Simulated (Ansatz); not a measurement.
# C₄H₁₁OSb: how energies converge with the basis set

One table from this session's results is given with a row withheld; the runs are named, their logs left out.

Computed with Ansatz 0.2.0, Gaussian basis. Level: one geometry, several basis sets.

Levels to be run: PBE0-D4/def2-SVP; ωB97M-V/def2-SVP; PBE0-D4/def2-QZVPP; ωB97M-V/def2-QZVPP; the functionals' def2-TZVPP values are taken from earlier runs.

## Structure used throughout

The geometry comes from an earlier relaxation with PBE0-D4 in a triple-zeta def2 set; it is a stationary point, not always the lowest conformer. Sb takes the def2 core potential; no spin-orbit term is included.

SMILES `C[O][SbH][CH](C)C`, 17 atoms, charge 0, spin multiplicity 1.

Atoms are counted from 1 here; the program's logs count them from 0.

Bond lengths: C1–O2 1.405 Å, C1–H7 1.098 Å, C1–H8 1.094 Å, C1–H9 1.099 Å, O2–Sb3 1.978 Å, Sb3–C4 2.175 Å, Sb3–H10 1.716 Å, C4–C5 1.516 Å, C4–C6 1.520 Å, C4–H11 1.096 Å, C5–H12 1.094 Å, C5–H13 1.096 Å, C5–H14 1.091 Å, C6–H15 1.095 Å, C6–H16 1.096 Å, C6–H17 1.094 Å. Angles: O2–C1–H7 112.8°, O2–C1–H8 107.9°, O2–C1–H9 112.5°, H7–C1–H8 107.8°, H7–C1–H9 107.9°, H8–C1–H9 107.7°, C1–O2–Sb3 117.9°, O2–Sb3–C4 96.2°, O2–Sb3–H10 92.2°, C4–Sb3–H10 91.9°, Sb3–C4–C5 111.5°, Sb3–C4–C6 109.0°, Sb3–C4–H11 104.3°, C5–C4–C6 112.8°, C5–C4–H11 109.6°, C6–C4–H11 109.2°, C4–C5–H12 110.8°, C4–C5–H13 110.7° and more.

The first run:

in.yaml

```yaml
crystal:
  periodic: [false, false, false]
  atoms:
    - {symbol: C, position_ang: [1.150799, -2.530871, -1.347592]}
    - {symbol: O, position_ang: [1.271580, -1.147692, -1.134369]}
    - {symbol: Sb, position_ang: [1.260968, -0.494824, 0.733222]}
    - {symbol: C, position_ang: [-0.675023, 0.489639, 0.625920]}
    - {symbol: C, position_ang: [-0.864750, 1.202061, -0.698824]}
    - {symbol: C, position_ang: [-0.825833, 1.417858, 1.820190]}
    - {symbol: H, position_ang: [1.894972, -3.113658, -0.787906]}
    - {symbol: H, position_ang: [1.308242, -2.721620, -2.412999]}
    - {symbol: H, position_ang: [0.154735, -2.912377, -1.082730]}
    - {symbol: H, position_ang: [2.082025, 0.948924, 0.303538]}
    - {symbol: H, position_ang: [-1.400042, -0.327650, 0.711040]}
    - {symbol: H, position_ang: [-0.176222, 2.047687, -0.787114]}
    - {symbol: H, position_ang: [-1.884828, 1.594891, -0.784222]}
    - {symbol: H, position_ang: [-0.681859, 0.538218, -1.545666]}
    - {symbol: H, position_ang: [-0.086389, 2.224681, 1.790984]}
    - {symbol: H, position_ang: [-1.814587, 1.889674, 1.821843]}
    - {symbol: H, position_ang: [-0.713787, 0.895078, 2.774695]}
basis:
  gaussian: {orbitals: def2-SVP}
hamiltonian: {xc: pbe0, dispersion: d4}
output: {orbitals: {seedname: orbitals}}
```

Among the steps run: PBE0-D4 in def2-SVP; ωB97M-V in def2-SVP; PBE0-D4 in def2-QZVPP; ωB97M-V in def2-QZVPP.

One table of the session follows, with a row left open; its other results are not shown here.

It belongs to the step «Density functionals: the series». 

| functional | basis | HOMO (eV) |
| --- | --- | --- |
| PBE0-D4 | def2-SVP | -6.55 |
| PBE0-D4 | def2-TZVPP | ? |
| PBE0-D4 | def2-QZVPP | -6.66 |
| ωB97M-V | def2-SVP | -8.64 |
| ωB97M-V | def2-TZVPP | -8.74 |
| ωB97M-V | def2-QZVPP | -8.76 |

Estimate the missing values for PBE0-D4, def2-TZVPP.

**Answer.** HOMO (eV): -6.64. In the column «HOMO (eV)» it lies between PBE0-D4, def2-QZVPP (-6.66) and PBE0-D4, def2-SVP (-6.55).
